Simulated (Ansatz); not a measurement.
# Platinum, simple cubic under BLYP: from relaxation to bulk modulus

Aim: take platinum in the simple cubic structure, relax it, solve it on a dense k-mesh, then scale the cell to 7 volumes from 88 to 112 % of the relaxed one and try a fit of the equation of state. Spin polarisation is left out. The k-meshes are 12×12×12 for the relaxation; 19×19×19 for the dense run; 13×13×13 for the volumes.

This is Pt in the simple cubic structure; at room conditions it is fcc.

Computed with Ansatz 0.2.0 (DFT BLYP, plane waves (420 eV) with PAW, scalar-relativistic; PBE-made PAW files, unless a step says otherwise).

**1. The structure to begin with**

It takes space group Pm-3m (No. 221, cubic). The conventional cell has a = 2.536 Å, b = 2.536 Å, c = 2.536 Å, α = 90.00°, β = 90.00°, γ = 90.00°. Pt (site symmetry m-3m) is surrounded by 6 Pt at 2.54 Å.

Structure file:

```cif
data_structure
_symmetry_space_group_name_H-M 'P 1'
_symmetry_Int_Tables_number 1
_cell_length_a 2.5356
_cell_length_b 2.5356
_cell_length_c 2.5356
_cell_angle_alpha 90.000
_cell_angle_beta 90.000
_cell_angle_gamma 90.000
_cell_volume 16.30
loop_
_atom_site_label
_atom_site_type_symbol
_atom_site_fract_x
_atom_site_fract_y
_atom_site_fract_z
_atom_site_occupancy
Pt1 Pt 0.00000 0.00000 0.00000 1
```

**2. Relaxing cell and atoms**

Input file input.yaml:

```yaml
crystal:
  lattice:
    - [2.5356188197, 0.0, 0.0]
    - [0.0, 2.5356188197, 0.0]
    - [0.0, 0.0, 2.5356188197]
  atoms:
    - { symbol: Pt, position: [0.0, 0.0, 0.0] }
hamiltonian:
  xc: blyp
  pseudopotentials:
    kind: paw
    azcp:
      Pt: "pseudopotentials/Pt.paw.azcp"
basis:
  ecutwfc: 420
  fft_grid_basis: typed
kpoints:
  mp_grid: { grid: [12, 12, 12], shift: [0, 0, 0] }
magnetization:
  spin_polarized: false
scf:
  occupations: { method: fermi_dirac, width: 0.1 }
relax:
  max_steps: 60
  f_tol: 0.01
  cell: {}
output:
  write_density: true
  write_potential: true
  elf: true
  volumetric_format: npy
```

Further steps of the session: Dense single point; At 88 % of the relaxed volume; At 92 % of the relaxed volume; At 96 % of the relaxed volume; At 100 % of the relaxed volume; At 104 % of the relaxed volume; At 108 % of the relaxed volume; At 112 % of the relaxed volume.

What does the calculation give? Wanted: space group; conventional cell; volume; shortest distance; gap on the mesh; relative to fcc; V₀, B₀, B₀′.

**Answer**, as computed:

| quantity | value |
| --- | --- |
| space group (spins left aside) | Pm-3m (No. 221) |
| conventional cell | a = 2.678 Å |
| volume | 19.207 Å³/atom |
| shortest distance | 2.678 Å |
| gap on the mesh | none (levels filled in part) |
| relative to fcc | +215 meV/atom |
| V₀, B₀, B₀′ | 19.184 Å³/atom, 152 GPa, 5.4 |

What this shows: From the guessed start the volume grew by 17.8 % in 7 steps. Against the reference form of platinum (fcc, computed apart with the same settings) it stands 215 meV/atom higher. No gap shows: it is a metal or semimetal at this level. B₀ comes out at 152 GPa. Relaxation kept the symmetry; phonons were not checked.
